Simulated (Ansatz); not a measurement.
# C4H6ClFO2Ti: small, medium and large basis sets

The task here is to estimate one member of a computed series from the others.

Computed with Ansatz 0.2.0, Gaussian basis. Level: one geometry, several basis sets.

Levels to be run: PBE0-D4/def2-SVP; ωB97M-V/def2-SVP; PBE0-D4/def2-QZVPP; ωB97M-V/def2-QZVPP; the functionals' def2-TZVPP values are taken from earlier runs.

### The geometry

The geometry comes from an earlier relaxation with PBE0-D4 in a triple-zeta def2 set; it is a stationary point, not always the lowest conformer.

15 atoms, charge 0, spin multiplicity 1.

Atoms are counted from 1 here; the program's logs count them from 0.

Bond lengths: C1–Ti2 2.056 Å, C1–H10 1.091 Å, C1–H11 1.096 Å, C1–H12 1.090 Å, Ti2–F3 1.765 Å, Ti2–Cl4 2.206 Å, Ti2–O5 2.039 Å, Ti2–O9 1.966 Å, O5–C6 1.256 Å, C6–C7 1.394 Å, C6–H13 1.096 Å, C7–C8 1.381 Å, C7–H14 1.080 Å, C8–O9 1.270 Å, C8–H15 1.094 Å. Angles: Ti2–C1–H10 107.7°, Ti2–C1–H11 106.3°, Ti2–C1–H12 111.2°, H10–C1–H11 109.7°, H10–C1–H12 111.7°, H11–C1–H12 110.1°, C1–Ti2–F3 92.2°, C1–Ti2–Cl4 111.5°, C1–Ti2–O5 83.4°, C1–Ti2–O9 123.1°, F3–Ti2–Cl4 103.3°, F3–Ti2–O5 163.7°, F3–Ti2–O9 87.9°, Cl4–Ti2–O5 92.9°, Cl4–Ti2–O9 123.8°, O5–Ti2–O9 81.5°, Ti2–O5–C6 133.8°, O5–C6–C7 124.5° and more.

Set-up of the first run:

in.yaml reads:

```yaml
crystal:
  periodic: [false, false, false]
  atoms:
    - {symbol: C, position_ang: [1.934427, -0.778005, -1.093928]}
    - {symbol: Ti, position_ang: [-0.073063, -1.089750, -0.778833]}
    - {symbol: F, position_ang: [0.178921, -2.799312, -0.421387]}
    - {symbol: Cl, position_ang: [-1.192806, -1.129373, -2.679009]}
    - {symbol: O, position_ang: [-0.132055, 0.945066, -0.665438]}
    - {symbol: C, position_ang: [-0.555817, 1.755615, 0.195091]}
    - {symbol: C, position_ang: [-1.127568, 1.388664, 1.411953]}
    - {symbol: C, position_ang: [-1.279410, 0.051891, 1.721659]}
    - {symbol: O, position_ang: [-0.920413, -0.920920, 0.987683]}
    - {symbol: H, position_ang: [2.338548, -1.673853, -1.568614]}
    - {symbol: H, position_ang: [2.384290, -0.650356, -0.102650]}
    - {symbol: H, position_ang: [2.105396, 0.110890, -1.700377]}
    - {symbol: H, position_ang: [-0.464304, 2.820156, -0.049711]}
    - {symbol: H, position_ang: [-1.468833, 2.145617, 2.102895]}
    - {symbol: H, position_ang: [-1.749113, -0.227028, 2.669966]}
basis:
  gaussian: {orbitals: def2-SVP}
hamiltonian: {xc: pbe0, dispersion: d4}
output: {orbitals: {seedname: orbitals}}
```

Launch:

```console
> ansatz run in.yaml --threads 4 --pin off --events-out ev --progress --plain --max-ram 66560MiB --backend cpu
```

Steps of the session up to this table: PBE0-D4 in def2-SVP; ωB97M-V in def2-SVP; PBE0-D4 in def2-QZVPP; ωB97M-V in def2-QZVPP.

One of the session's tables, all rows but one given; the rest of the session is left out.

| functional | basis | HOMO (eV) | LUMO (eV) |
| --- | --- | --- | --- |
| PBE0-D4 | def2-SVP | -7.97 | -2.60 |
| PBE0-D4 | def2-TZVPP | -8.01 | -2.67 |
| PBE0-D4 | def2-QZVPP | -8.02 | -2.70 |
| ωB97M-V | def2-SVP | -10.04 | -0.41 |
| ωB97M-V | def2-TZVPP | ? | ? |
| ωB97M-V | def2-QZVPP | -10.14 | -0.60 |

Estimate the missing values for ωB97M-V, def2-TZVPP.

**Answer.** HOMO (eV): -10.13; LUMO (eV): -0.56. In the column «HOMO (eV)» it lies between ωB97M-V, def2-QZVPP (-10.14) and ωB97M-V, def2-SVP (-10.04).
